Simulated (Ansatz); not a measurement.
**LaS: how the settings move a relaxation**

How sensitive is a relaxation of LaS to its settings? A reference run comes first, then two runs with altered input.

Method: reference: DFT, r2SCAN, PAW with Ansatz's default frozen-core files, scalar-relativistic, in Ansatz 0.2.0.

**1. The system as given**

The structure is cubic, space group Fm-3m (No. 225). Conventional cell: a = 5.680 Å, b = 5.680 Å, c = 5.680 Å, α = 90.00°, β = 90.00°, γ = 90.00°. La (site symmetry m-3m) is surrounded by 6 S at 2.84 Å. S (site symmetry m-3m) is surrounded by 6 La at 2.84 Å.

As a file:

```cif
data_structure
_symmetry_space_group_name_H-M 'Fm-3m'
_symmetry_Int_Tables_number 225
_cell_length_a 5.6802
_cell_length_b 5.6802
_cell_length_c 5.6802
_cell_angle_alpha 90.000
_cell_angle_beta 90.000
_cell_angle_gamma 90.000
_cell_volume 183.27
loop_
_atom_site_label
_atom_site_type_symbol
_atom_site_symmetry_multiplicity
_atom_site_Wyckoff_symbol
_atom_site_fract_x
_atom_site_fract_y
_atom_site_fract_z
_atom_site_occupancy
La1 La 4 a 0.00000 0.00000 0.00000 1
S1 S 4 b 0.50000 0.00000 0.00000 1
```

**2. Reference**

input.yaml

```yaml
crystal:
  lattice:
    - [0.0, 2.8400812863, 2.8400812863]
    - [2.8400812863, 0.0, 2.8400812863]
    - [2.8400812863, 2.8400812863, 0.0]
  atoms:
    - { symbol: La, position: [0.0, 0.0, 0.0] }
    - { symbol: S, position: [0.5, 0.5, 0.5] }
kpoints:
  mp_grid: { grid: [11, 11, 11] }
scf:
  occupations: { method: fermi_dirac, width: 0.05 }
hamiltonian:
  xc: r2scan
  pseudopotentials: { kind: paw }
output:
  forces: true
  stress: true
relax:
  f_tol: 0.01
  max_steps: 30
```

Run with:

```console
$ ansatz run input.yaml --threads 1 --pin off --max-ram 2048MiB --backend cpu --events-out ev --progress --plain --runs-dir out
```

**3. Changed: preconditioner local_kerker, mixing.algorithm broyden, mixing.beta 0.05, mixing.ndim 2**

input.yaml, as its differences from that of step 2:

```diff
@@ -12,2 +12,7 @@
   occupations: { method: fermi_dirac, width: 0.05 }
+  mixing:
+    preconditioner: local_kerker
+    algorithm: broyden
+    beta: 0.05
+    ndim: 2
 hamiltonian:
```

**4. Changed: xc_grid 2, accuracy medium**

input.yaml, as its differences from that of step 2:

```diff
@@ -18,2 +18,6 @@
   stress: true
+  write_density: true
+  write_potential: true
+  elf: true
+  volumetric_format: npy
 relax:
@@ -21 +25,4 @@
   max_steps: 30
+basis:
+  xc_grid: 2
+accuracy: medium
```

Before running it: what results should come out? Wanted: for each run, ending; energy change; pressure; gap; force.

**Answer**, as computed:

```tsv
run	ending	energy change	pressure (GPa)	gap (eV)	force (eV/Å)	cycles	time
reference	converged	0	11.6	0.00	0.00	9	10 s
1: preconditioner local_kerker, mixing.algorithm broyden, mixing.beta 0.05, mixing.ndim 2	converged	0.0 meV/atom	11.6	0.00	0.00	16	9.9 s
2: xc_grid 2, accuracy medium	converged	0.0 meV/atom	11.6	0.00	0.00	9	13 s
```

Times don't compare one to one where runs were asked for different outputs or read a saved state (see the inputs); cycles may leave out searches for a lower state.

What this shows: Of the converged runs whose energies compare with the reference's, none moves it noticeably. Symmetry fixes the atoms and the cell is held, so no setting can move this relaxation. 
